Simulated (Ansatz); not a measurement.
**C3H6F2 (1,3-difluoropropane) at HF/cc-pVDZ**

What is the electronic atomisation energy of C3H6F2 (1,3-difluoropropane) at HF/cc-pVDZ? 

The results are computed with Ansatz 0.2.0.

49 further runs of the same task are left out: 49 set aside as unsound or not needed.

## Step 1: The molecule

C3H6F2 has 11 atoms, charge 0, and is taken as a singlet. As SMILES, `FCCCF`. The coordinates come from a PBE0-D4/def2-TZVP relaxation. This is one conformer, not always the lowest.

Bond lengths: F1–C2 1.383 Å, C2–C3 1.509 Å, C3–C4 1.507 Å, C4–F5 1.386 Å, C2–H6 1.096 Å, C2–H7 1.093 Å, C3–H8 1.093 Å, C3–H9 1.095 Å, C4–H10 1.095 Å, C4–H11 1.093 Å. Some angles: F1–C2–C3 109.8°, C2–C3–C4 112.4°, C3–C4–F5 110.3°, F1–C2–H6 107.7°, F1–C2–H7 107.9°, C3–C2–H6 111.1°, C3–C2–H7 111.3°, C2–C3–H8 109.6°, C2–C3–H9 109.3°, C4–C3–H8 109.6°.

## Step 2: A single-point energy at HF/cc-pVDZ

input.yaml reads:

```yaml
crystal:
  periodic: [false, false, false]
  atoms:
    - {symbol: F, position_ang: [-1.964400, 1.432700, -0.107100]}
    - {symbol: C, position_ang: [-0.715300, 1.000700, 0.300600]}
    - {symbol: C, position_ang: [-0.375000, -0.298800, -0.387800]}
    - {symbol: C, position_ang: [0.967500, -0.838200, 0.034700]}
    - {symbol: F, position_ang: [1.975600, 0.040200, -0.331200]}
    - {symbol: H, position_ang: [-0.744500, 0.875300, 1.388600]}
    - {symbol: H, position_ang: [0.008000, 1.781800, 0.054100]}
    - {symbol: H, position_ang: [-0.388200, -0.154300, -1.471600]}
    - {symbol: H, position_ang: [-1.138100, -1.046200, -0.147100]}
    - {symbol: H, position_ang: [1.026200, -0.968100, 1.120800]}
    - {symbol: H, position_ang: [1.173400, -1.798000, -0.445900]}
basis:
  gaussian:
    orbitals: cc-pVDZ
magnetization:
  spin_polarized: false
hamiltonian:
  xc: hf
accuracy: high
output: {orbitals: {seedname: orbitals}}
```

Command:

```bash
$ ansatz run input.yaml --threads 1 --pin off --max-ram 3480MiB --events-out events.jsonl --progress --plain --runs-dir runs
```

Standard output:

```text
Warning: RAYON_NUM_THREADS=1 ignored (pool sized by the plan → 1); use --threads N
Functional definition: HF
  name "HF"
  exchange = exact_x
  correlation = 0
2402 factors; integrals over basis functions are off by at most 3.6e-9 eV
mean field evaluation 1: about -8595.7738 eV, gradient 3.1e1 eV
mean field evaluation 2: about -8595.9735 eV, gradient 3.1e1 eV
mean field evaluation 4: about -8598.2500 eV, gradient 3.8e0 eV
mean field evaluation 8: about -8598.2886 eV, gradient 1.7e-1 eV
mean field evaluation 16: about -8598.2887 eV, gradient 2.2e-8 eV
mean field -8598.28872648 eV, -315.9812825686 hartree, gradient 2.2e-8 eV, S^2 0.000000; 0 other end points of the search recorded, 0 dependent functions left out
reference -8598.28872648 eV, -315.9812825686 hartree; 21, 21 occupied and 79, 79 virtual orbitals, 2402 factors
Total energy: -8598.28872648 eV, -315.9812825686 hartree
```

It took 3.9 s on 1 thread of Arm Neoverse V1, shared host; peak memory 0.31 GiB.

## Step 3: The C atom at the same level

in.yaml reads:

```yaml
basis:
  gaussian: {orbitals: cc-pVDZ}
crystal:
  periodic: [false, false, false]
  atoms:
    - {symbol: C, position_ang: [0.000000, 0.000000, 0.000000]}
magnetization: {spin_polarized: true, initial_magnetization: 2}
hamiltonian: {xc: hf}
accuracy: high
```

Command:

```bash
$ ansatz run in.yaml --threads 1 --pin off --max-ram 3480MiB --events-out events.jsonl --progress --plain --runs-dir runs
```

Standard output:

```text
Warning: RAYON_NUM_THREADS=1 ignored (pool sized by the plan → 1); use --threads N
Functional definition: HF
  name "HF"
  exchange = exact_x
  correlation = 0
96 factors; integrals over basis functions are off by at most 1.3e-9 eV
mean field evaluation 1: about -1025.2062 eV, gradient 5.9e0 eV
mean field evaluation 2: about -1025.2078 eV, gradient 5.9e0 eV
mean field evaluation 4: about -1025.5029 eV, gradient 2.3e-1 eV
mean field evaluation 8: about -1025.5031 eV, gradient 1.1e-3 eV
mean field evaluation 16: about -1025.5026 eV, gradient 1.8e-1 eV
mean field -1025.50311696 eV, -37.6865444373 hartree, gradient 3.1e-8 eV, S^2 2.006315; 0 other end points of the search recorded, 0 dependent functions left out
reference -1025.50311696 eV, -37.6865444373 hartree; 4, 2 occupied and 10, 12 virtual orbitals, 96 factors
Total energy: -1025.50311696 eV, -37.6865444373 hartree
```

Run time: 0.06 s. Hardware: 1 thread of Arm Neoverse V1, shared host.

## Step 4: The F atom, same level

run.yaml reads:

```yaml
crystal:
  periodic: [false, false, false]
  atoms:
    - {symbol: F, position_ang: [0.000000, 0.000000, 0.000000]}
basis:
  gaussian: {orbitals: cc-pVDZ}
magnetization: {spin_polarized: true, initial_magnetization: 1}
hamiltonian: {xc: hf}
accuracy: high
```

Run the same way, it converges to -99.37524 Eh (log not shown).

## Step 5: The H atom at the same level

in.yaml reads:

```yaml
crystal:
  periodic: [false, false, false]
  atoms:
    - {symbol: H, position_ang: [0.000000, 0.000000, 0.000000]}
basis:
  gaussian: {orbitals: cc-pVDZ}
magnetization: {spin_polarized: true, initial_magnetization: 1}
hamiltonian: {xc: hf}
accuracy: high
```

Run the same way, it converges to -0.49928 Eh (log not shown).

## Step 6: What came out

At HF/cc-pVDZ:

| quantity | value |
| --- | --- |
| molecule: total energy | -315.98128 Eh |
| molecule: HOMO energy | -13.33 eV |
| molecule: LUMO energy | 4.78 eV |
| molecule: HOMO–LUMO gap | 18.12 eV |
| C atom: total energy | -37.68654 Eh |
| C atom: ⟨S²⟩ | 2.006 |
| F atom: total energy | -99.37524 Eh |
| F atom: ⟨S²⟩ | 0.752 |
| H atom: total energy | -0.49928 Eh |
| H atom: ⟨S²⟩ | 0.750 |
| electronic atomisation energy | 31.987 eV |

What this shows: Taking the molecule apart into free atoms costs 31.99 eV (3086 kJ/mol), before zero-point energy and without spin-orbit coupling. Hartree–Fock lacks the correlation of the bonding pairs, which as a rule makes this value much too low; in minimal bases other errors can mask that.
